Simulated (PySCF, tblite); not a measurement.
**C4H10BNO2: geometry, infrared bands and NMR shifts**

Wanted: the infrared bands and NMR shifts of C4H10BNO2 (`[H]/N=C\CB(OC)OC`), by calculation.

Programs: tblite 0.8.0 and PySCF 2.14.0, with density-fitted response routines of our own. Each step states its level of theory. These are calculated values for one molecule in the gas phase, unless marked as measured. Atoms count from 0, in the outputs and in this text.

### 1 Starting geometry

18 atoms, charge 0, multiplicity 1; geometry from: force field or distance geometry start.

Bonds of the start (Å): C0–O1 1.41, O1–B2 1.46, B2–C3 1.58, C3–C4 1.49, C4–N5 1.29, B2–O6 1.48, O6–C7 1.38, C0–H8 1.11, C0–H9 1.11, C0–H10 1.10, C3–H11 1.13, C3–H12 1.09, C4–H13 1.09, N5–H14 1.04, C7–H15 1.12, C7–H16 1.12, C7–H17 1.11.

### 2 Optimising the geometry with GFN2-xTB

Job settings and geometry (Å):

```
{"job": {"kind": "relax", "xc": "GFN2-xTB", "basis": "xTB"}, "charge": 0, "multiplicity": 1}
C      2.365900    -0.899000    -0.209100
O      1.513900    -0.392600     0.800600
B      0.151300    -0.313000     0.287100
C     -0.394100     0.954000    -0.481800
C     -0.363400     2.208700     0.319800
N     -0.095800     2.222100     1.583100
O     -0.484900    -1.597000    -0.067100
C     -1.841700    -1.379500    -0.133600
H      1.737500    -1.489700    -0.907900
H      3.133900    -1.563900     0.234100
H      2.791800    -0.027600    -0.719500
H     -1.488100     0.777400    -0.697500
H      0.080500     1.119000    -1.450000
H     -0.564000     3.160800    -0.169800
H      0.092500     1.273300     1.972900
H     -2.354300    -2.331800     0.153800
H     -2.168900    -1.079600    -1.164100
H     -2.120700    -0.635200     0.637400
```

On the command line:

```sh
OMP_NUM_THREADS=1 python probes_run.py task.json out
```

The driver reads the jobs from task.json and runs them one after another.

**Question.** This job is followed by: GFN2-xTB harmonic vibrations, gas phase; GIAO PBE0/pcSseg-1 NMR shielding, non-relativistic, gas phase. Predict these results of the whole session: strongest single infrared mode (GFN2-xTB); zero-point energy (GFN2-xTB); 13C shifts against TMS (PBE0/pcSseg-1, means over atoms taken as alike); 1H shifts against TMS (PBE0/pcSseg-1, means over atoms taken as alike); 17O shifts against H2O (PBE0/pcSseg-1, means over atoms taken as alike); 11B shifts against BF3·OEt2 (PBE0/pcSseg-1); 15N shifts against NH3 (PBE0/pcSseg-1).

**Answer**, as computed:

```
                                                               quantity                        value
                              strongest single infrared mode (GFN2-xTB)        1283 cm⁻¹, 570 km/mol
                                           zero-point energy (GFN2-xTB)                90.7 kcal/mol
13C shifts against TMS (PBE0/pcSseg-1, means over atoms taken as alike)        171.5, 54.5, 34.9 ppm
 1H shifts against TMS (PBE0/pcSseg-1, means over atoms taken as alike)  10.58, 8.01, 3.96, 2.00 ppm
17O shifts against H2O (PBE0/pcSseg-1, means over atoms taken as alike)                    106.8 ppm
                            11B shifts against BF3·OEt2 (PBE0/pcSseg-1)                     25.2 ppm
                                 15N shifts against NH3 (PBE0/pcSseg-1)                    359.5 ppm
```

**Reading.** Over 235 steps the energy fell by 1.836 eV; of the close pairs, B2–O6 changed most, 1.476 to 1.355 Å. All 48 modes are real, so the xTB geometry is a minimum. The strongest single mode, at 1283 cm⁻¹, is spread over many atoms; the largest shares are those of B2, O1. GFN2-xTB is a fitted tight-binding method: band positions and strengths are rough. Its intensities can rank the bands wrongly. At PBE0/pcSseg-1: Shielding is most anisotropic at N5 (span 637 ppm, paramagnetic term -414 ppm).
